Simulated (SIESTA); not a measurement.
Runs of SIESTA 5.4.2 on GaGe3. Symmetry: Fm-3m, No. 225, cubic system. The conventional cell has a = 6.774 Å, b = 6.774 Å, c = 6.774 Å, α = 90.00°, β = 90.00°, γ = 90.00°. Ge (site symmetry m-3m) has 8 Ge at 2.93 Å as nearest neighbours. Ge (site symmetry -43m) is surrounded by 4 Ge at 2.93 Å and 4 Ga at 2.93 Å. Ga (site symmetry m-3m) is surrounded by 8 Ge at 2.93 Å. The cell comes from a database or a generator and needn't be the stable form of this composition.

| task | level | potentials or basis | gap on the mesh (eV) | pressure (GPa) | V0 of scaled cells (Å³/atom) | B0 (GPa) |
| --- | --- | --- | --- | --- | --- | --- |
| equation of state | PBEsol | PseudoDojo 0.4 standard (PBEsol files), DZP (energy shift 0.003 Ry; two zetas on semicore shells) | - | - | 18.67 | 67 |
| band structure | LDA | PseudoDojo 0.4 standard (LDA files), DZP (energy shift 0.003 Ry; two zetas on semicore shells) | none | (b) | - | - |
| band structure | PBE | PseudoDojo 0.4 standard (PBE files), DZP (energy shift 0.003 Ry; two zetas on semicore shells) | none | 1.2 | - | - |
| equation of state | PBE | PseudoDojo 0.4 standard (PBE files), DZP (energy shift 0.003 Ry; two zetas on semicore shells) | - | - | 19.72 | (a) |
| band structure | PBEsol | PseudoDojo 0.4 standard (PBEsol files), DZP (energy shift 0.003 Ry; two zetas on semicore shells) | none | -2.3 | - | - |

Alike in all rows: no spin polarisation; cell as given; k mesh 7 × 7 × 7; smearing fermi-dirac 0.05 eV; grid cutoff 800 Ry; energy shift 0.003 Ry.

Task: Fill in the values left out.

Result: (a) 59; (b) -4.1.

Caveats: the basis of atomic orbitals isn't converged, which shifts pressures, moduli and gaps.

A k mesh can miss the band edges, and the runs leave out spin-orbit coupling on Ga, Ge.

A gap of «none» marks a metal or a gap under the smearing width.

Not every run made on this cell is shown here.
